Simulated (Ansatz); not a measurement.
# CH₈AsBSi: how energies converge with the basis set

An exercise on one series of results from a longer session: the logs are not shown, and one member is left open.

The runs use Ansatz 0.2.0, Gaussian basis; one geometry, several basis sets.

Plan: PBE0-D4/def2-SVP; ωB97M-V/def2-SVP; PBE0-D4/def2-QZVPP; ωB97M-V/def2-QZVPP; the functionals' def2-TZVPP values are taken from earlier runs.

**The geometry**

The geometry comes from an earlier relaxation with PBE0-D4 in a triple-zeta def2 set; it is a stationary point, not always the lowest conformer.

SMILES `[SiH3]CB[AsH2]`, 12 atoms, charge 0, spin multiplicity 1.

Atoms are counted from 1 here; the program's logs count them from 0.

Bond lengths: Si1–C2 1.894 Å, Si1–H5 1.486 Å, Si1–H6 1.487 Å, Si1–H7 1.486 Å, C2–B3 1.538 Å, C2–H8 1.094 Å, C2–H9 1.095 Å, B3–As4 2.012 Å, B3–H10 1.198 Å, As4–H11 1.517 Å, As4–H12 1.515 Å. Angles: C2–Si1–H5 110.1°, C2–Si1–H6 109.2°, C2–Si1–H7 110.8°, H5–Si1–H6 109.0°, H5–Si1–H7 108.9°, H6–Si1–H7 108.8°, Si1–C2–B3 107.6°, Si1–C2–H8 105.2°, Si1–C2–H9 104.8°, B3–C2–H8 115.3°, B3–C2–H9 113.2°, H8–C2–H9 109.8°, C2–B3–As4 123.2°, C2–B3–H10 120.1°, As4–B3–H10 115.8°, B3–As4–H11 98.8°, B3–As4–H12 97.0°, H11–As4–H12 95.9°.

The first run:

File in.yaml:

```yaml
crystal:
  periodic: [false, false, false]
  atoms:
    - {symbol: Si, position_ang: [-0.870550, 1.586323, -0.170505]}
    - {symbol: C, position_ang: [0.020386, 0.303398, 0.901083]}
    - {symbol: B, position_ang: [0.959263, -0.498324, -0.015514]}
    - {symbol: As, position_ang: [0.350488, -2.073696, -1.108160]}
    - {symbol: H, position_ang: [-1.756550, 0.906415, -1.150277]}
    - {symbol: H, position_ang: [-1.696245, 2.462851, 0.701326]}
    - {symbol: H, position_ang: [0.105799, 2.427848, -0.909472]}
    - {symbol: H, position_ang: [-0.775721, -0.276860, 1.376935]}
    - {symbol: H, position_ang: [0.553469, 0.890677, 1.655704]}
    - {symbol: H, position_ang: [2.055254, -0.082621, -0.264153]}
    - {symbol: H, position_ang: [-0.467646, -2.787787, -0.048981]}
    - {symbol: H, position_ang: [1.598951, -2.913324, -0.933986]}
basis:
  gaussian: {orbitals: def2-SVP}
hamiltonian: {xc: pbe0, dispersion: d4}
output: {orbitals: {seedname: orbitals}}
```

On the command line:

```
$ ansatz run in.yaml --threads 4 --pin off --events-out ev --progress --plain --max-ram 10444MiB
```

Steps of the session up to this table: PBE0-D4 in def2-SVP; ωB97M-V in def2-SVP; PBE0-D4 in def2-QZVPP; ωB97M-V in def2-QZVPP.

One table of the session follows, with a row left open; its other results are not shown here.

It belongs to the step «Density functionals: the series». 

```
functional       basis  HOMO (eV)
   PBE0-D4    def2-SVP      -7.07
   PBE0-D4  def2-TZVPP      -7.11
   PBE0-D4  def2-QZVPP          ?
   ωB97M-V    def2-SVP      -9.15
   ωB97M-V  def2-TZVPP      -9.21
   ωB97M-V  def2-QZVPP      -9.24
```

**Question.** Estimate the row for PBE0-D4, def2-QZVPP.

The run gave: HOMO (eV): -7.14. In the column «HOMO (eV)» it lies between ωB97M-V, def2-SVP (-9.15) and PBE0-D4, def2-TZVPP (-7.11).
